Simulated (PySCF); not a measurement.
# CoBr₂⁺: singlet, from a bent start

Aim: relax CoBr₂⁺ as a singlet from a bent start, check by its vibrations whether the end is a minimum, and collect its spectrum and constants.

Program: PySCF 2.14.0. Level of theory: PBE0, basis Co def2-TZVP, Br def2-TZVP, no relativity, density fitting. These are calculated values, not measurements.

## (1) The starting structure

3 atoms, charge 1, spin multiplicity 1.

Bond lengths: Co1–Br2 2.205 Å, Co1–Br3 2.205 Å. Angles: Br2–Co1–Br3 110.0°.

```xyz
3
charge 1 multiplicity 1
Co    0.0000    0.0000    0.0000
Br    1.8062    0.0000    1.2647
Br   -1.8062    0.0000    1.2647
```

## (2) First SCF at the start

One driver script runs all steps and calls PySCF; scf.py shows how it sets up the SCF of each step. The optimiser is the driver's own. After this first run the driver tries any further starts and a stability analysis.

scf.py

```python
from pyscf import gto, scf, dft
mol = gto.M(atom='''
Co     0.000000     0.000000     0.000000
Br     1.806200     0.000000     1.264700
Br    -1.806200     0.000000     1.264700''',
    basis={'Co': 'def2-TZVP', 'Br': 'def2-TZVP'},
    charge=1, spin=0)
mf = dft.RKS(mol, xc='PBE0')
mf.grids.atom_grid = (50, 194)
aux = {'Co': 'def2-universal-JKFIT', 'Br': 'def2-universal-JKFIT'}
mf = mf.density_fit(auxbasis=aux)
mf.conv_tol = 1e-08
mf.diis_space = 10
mf.max_cycle = 60
mf.init_guess = 'minao'
mf.verbose = 4
mf.kernel()
```

On the command line:

```sh
> OMP_NUM_THREADS=4 python axn.py task.json out
```

Standard output, cut to the lines that bear on the results:

```text
[... the frontier levels of the middle cycles are left out ...]
init E= -6527.37011144662
  HOMO = 0.157660177305555  LUMO = 0.163687842104725  gap/eV = 0.16402
cycle= 1 E= -6511.72522161659  delta_E= 15.6  |g|= 8.03  |ddm|= 10.5
  HOMO = -1.67138119048034  LUMO = -1.60447675440227  gap/eV = 1.82056
cycle= 2 E= -6455.36882033044  delta_E= 56.4  |g|= 19.7  |ddm|= 18.1
  HOMO = -1.04076048417158  LUMO = -0.850334245829424  gap/eV = 5.18176
cycle= 3 E= -6499.51300017867  delta_E= -44.1  |g|= 14.7  |ddm|= 10.2
cycle= 4 E= -6507.10638944268  delta_E= -7.59  |g|=   13  |ddm|= 2.44
cycle= 5 E= -6515.75577087682  delta_E= -8.65  |g|= 10.6  |ddm|= 3.63
cycle= 6 E= -6516.81479306233  delta_E= -1.06  |g|= 9.87  |ddm|= 1.09
cycle= 7 E= -6522.80173841263  delta_E= -5.99  |g|=  7.5  |ddm|= 3.64
cycle= 8 E= -6524.72279084734  delta_E= -1.92  |g|= 6.05  |ddm|= 0.724
cycle= 9 E= -6529.44164608697  delta_E= -4.72  |g|=  1.4  |ddm|= 3.02
cycle= 10 E= -6529.49981443005  delta_E= -0.0582  |g|= 1.75  |ddm|= 1.68
cycle= 11 E= -6529.38987752224  delta_E= 0.11  |g|= 1.93  |ddm|= 0.171
cycle= 12 E= -6529.48614279659  delta_E= -0.0963  |g|= 1.69  |ddm|= 0.103
cycle= 13 E= -6529.87516530362  delta_E= -0.389  |g|= 0.499  |ddm|= 0.502
cycle= 14 E= -6529.91188275053  delta_E= -0.0367  |g|= 0.0541  |ddm|= 0.236
cycle= 15 E= -6529.91200999538  delta_E= -0.000127  |g|= 0.0598  |ddm|= 0.0573
cycle= 16 E= -6529.912550747  delta_E= -0.000541  |g|= 0.0057  |ddm|= 0.0273
cycle= 17 E= -6529.91257942271  delta_E= -2.87e-05  |g|= 0.0116  |ddm|= 0.0263
cycle= 18 E= -6529.91259401347  delta_E= -1.46e-05  |g|= 0.00614  |ddm|= 0.00533
cycle= 19 E= -6529.91259984684  delta_E= -5.83e-06  |g|= 0.00281  |ddm|= 0.00461
cycle= 20 E= -6529.91260115491  delta_E= -1.31e-06  |g|= 0.00186  |ddm|= 0.00245
cycle= 21 E= -6529.91260179265  delta_E= -6.38e-07  |g|= 0.000204  |ddm|= 0.00213
cycle= 22 E= -6529.9126018008  delta_E= -8.14e-09  |g|= 2.16e-05  |ddm|= 0.000172
  HOMO = -0.527028017896358  LUMO = -0.433920346907086  gap/eV = 2.53359
Extra cycle  E= -6529.91260179747  delta_E= 3.33e-09  |g|= 0.000161  |ddm|= 6.76e-05
converged SCF energy = -6529.91260179747
```

This step, with its further starts and checks, took 33 s on 4 threads of Arm Neoverse V2, shared host.

Energies from each starting density:

| start | energy (Eh) |
| --- | --- |
| the minimal-basis guess | -6529.912602 |
| a thermally smeared density | -6529.912602 |
| a smeared PBE density | -6529.912602 |

This is not the lowest solution: one lies 4.9 kJ/mol lower, at -6529.91447 Eh, and the relaxation starts from that.

## (3) Relaxation: bent start, singlet

The program finds C2v symmetry in the start, which this walk keeps. Threshold on the gradient: 0.0003 Eh/bohr, with a further test on the energy change.

scf.py, as its differences from that of step 2:

```diff
@@ -3,3 +3,3 @@
-Co     0.000000     0.000000     0.000000
-Br     1.806200     0.000000     1.264700
-Br    -1.806200     0.000000     1.264700''',
+Co     0.000000     0.000000    -0.920866
+Br     1.806200     0.000000     0.343834
+Br    -1.806200     0.000000     0.343834''',
@@ -15 +14,0 @@
-mf.init_guess = 'minao'
```

Steps of the walk:

| step | energy (Eh) | change (kJ/mol) | largest symmetric gradient (Eh/bohr) |
| --- | --- | --- | --- |
| 0 | -6529.914467 | 0.00 | 0.02888 |
| 1 | -6529.918261 | -9.96 | 0.01408 |
| 2 | -6529.919258 | -12.58 | 0.00396 |
| 3 | -6529.919316 | -12.73 | 0.00050 |
| 4 | -6529.919319 | -12.74 | 0.00029 |
| 5 | -6529.919329 | -12.77 | 0.00032 |
| 6 | -6529.919330 | -12.77 | 0.00009 |

The walk took 24 s.

Geometry (Å) and forces (eV/Å) at some steps:

```
step 0
Co   0.000   0.000  -0.921   0.001   0.000   1.485
Br   1.806   0.000   0.344  -1.095   0.009  -0.743
Br  -1.806   0.000   0.344   1.094  -0.009  -0.742
step 1
Co   0.000   0.000  -0.889   0.001   0.000   0.724
Br   1.777   0.000   0.328  -0.562   0.009  -0.362
Br  -1.777   0.000   0.328   0.562  -0.009  -0.362
step 3
Co   0.000   0.000  -0.868   0.000   0.000  -0.002
Br   1.748   0.000   0.318  -0.026   0.009   0.001
Br  -1.748   0.000   0.318   0.025  -0.009   0.001
step 6
Co   0.000   0.000  -0.880   0.000   0.000  -0.004
Br   1.735   0.000   0.324   0.003   0.008   0.002
Br  -1.735   0.000   0.324  -0.003  -0.008   0.002
```

End point (C2v, 6 steps, 12.8 kJ/mol gained): Co–Br 2.111 Å (×2); Br–Co–Br 110.5°.

## (4) Is it a minimum? Harmonic modes

The point is checked on the finer grid, and tightened if its gradient asks for it. The Hessian and the dipole derivatives come from central differences of analytic gradients, with steps of 0.02 bohr.

scf.py, as its differences from that of step 3:

```diff
@@ -3,3 +3,3 @@
-Co     0.000000     0.000000    -0.920866
-Br     1.806200     0.000000     0.343834
-Br    -1.806200     0.000000     0.343834''',
+Co     0.000000     0.000000    -0.850065
+Br     1.761743     0.000000     0.314051
+Br    -1.761743     0.000000     0.314051''',
@@ -9 +9 @@
-mf.grids.atom_grid = (50, 194)
+mf.grids.atom_grid = (75, 302)
@@ -12 +12 @@
-mf.conv_tol = 1e-08
+mf.conv_tol = 1e-10
```

The driver hands on the density of the step before, so the log starts near convergence.

Log of the central SCF (cycles and frontier levels):

```text
init E= -6529.91891427103
  HOMO = -0.527077155391453  LUMO = -0.429000768967365  gap/eV = 2.66879
cycle= 1 E= -6529.91891426911  delta_E= 1.91e-09  |g|= 0.000124  |ddm|= 5.26e-05
  HOMO = -0.527062706522704  LUMO = -0.428970362709445  gap/eV = 2.66923
cycle= 2 E= -6529.91891415634  delta_E= 1.13e-07  |g|= 0.00095  |ddm|= 0.000388
  HOMO = -0.52707550108122  LUMO = -0.428997221777935  gap/eV = 2.66885
cycle= 3 E= -6529.91891427111  delta_E= -1.15e-07  |g|= 2.45e-06  |ddm|= 0.000342
  HOMO = -0.527075500255478  LUMO = -0.428997223495458  gap/eV = 2.66885
cycle= 4 E= -6529.91891427111  delta_E= 9.09e-13  |g|= 1.91e-06  |ddm|= 4.94e-06
  HOMO = -0.527075530154993  LUMO = -0.42899726344592  gap/eV = 2.66885
Extra cycle  E= -6529.91891427112  delta_E= -1.18e-11  |g|= 3.05e-06  |ddm|= 1.06e-05
converged SCF energy = -6529.91891427112
```

The whole step took 75 s.

Geometry: C2v; Co–Br 2.112 Å (×2); Br–Co–Br 113.1°.

Harmonic modes (main isotopes):

```json
{"ω (cm⁻¹)": "57", "IR (km/mol)": "2.5"}
{"ω (cm⁻¹)": "331", "IR (km/mol)": "15.3"}
{"ω (cm⁻¹)": "381", "IR (km/mol)": "182"}
```

All wavenumbers are real: a minimum.

The SCF density has lower symmetry than the nuclear frame, so the modes carry no labels.

Properties at this point:

```
Dipole moment about the centre of mass                          : 2.17 D
Highest occupied level                                          : -14.34 eV
Lowest empty level                                              : -11.67 eV
Rotational constants                                            : 0.2899, 0.03441, 0.03076 cm⁻¹
Zero-point energy                                               : 4.6 kJ/mol
Principal polarisabilities                                      : 36.4, 48.8, 157.1 bohr³
Principal traceless quadrupole moments about the centre of mass : -8.37, -1.14, 9.51 D Å
Entropy at 298.15 K and 1 bar                                   : 316.2 J/(mol K)
Heat capacity Cp at 298.15 K                                    : 54.6 J/(mol K)
Enthalpy at 298.15 K above 0 K                                  : 13.94 kJ/mol
Rotational symmetry number                                      : 2
```

Charges (e) and bond orders:

```
 atom  Mulliken  Löwdin  polar tensor  Mayer order to Co1
  Co1      0.72   -0.12          1.59                   –
Br2,3      0.14    0.56         -0.29                1.60
```

Outer orbital energies (eV). occupied: -17.11, -16.84, -16.19, -16.04, -15.16, -14.94, -14.53, -14.34; empty: -11.67, -10.90, -6.91, -4.09.

Mulliken populations on Co1: s 6.43, p 12.31, d 7.54, f 0.00.

## (5) Would spin polarisation lower it?

At the lowest minimum the closed shell is tested against spin polarisation, on the (50, 194) grid. It is unstable: an open-shell solution lies lower. That solution was not followed to a minimum here.

## (6) Results

| quantity | value |
| --- | --- |
| minimum | singlet, C2v (closed shell, unstable towards spin polarisation) |
| geometry | Co–Br 2.112 Å (×2); Br–Co–Br 113.1° |
| wavenumbers (cm⁻¹) | 57, 331, 381 |
| dipole moment (centre of mass) | 2.17 D |
| highest occupied, lowest empty level | -14.34, -11.67 eV |
| polar-tensor charge of Co1 | +1.59 e |
| zero-point energy | 4.6 kJ/mol |

The molecule stays C2v, as typed, and the end point is a minimum. The strongest infrared band lies at 381 cm⁻¹. The first SCF alone would have been 5 kJ/mol too high. Other starts or spin states, not run here, may lie lower. The SCF density has lower symmetry than the nuclear frame. The closed shell proved unstable towards spin polarisation, so a lower open-shell solution exists.

The search up to here took 2.3 min on 4 threads of Arm Neoverse V2, shared host.
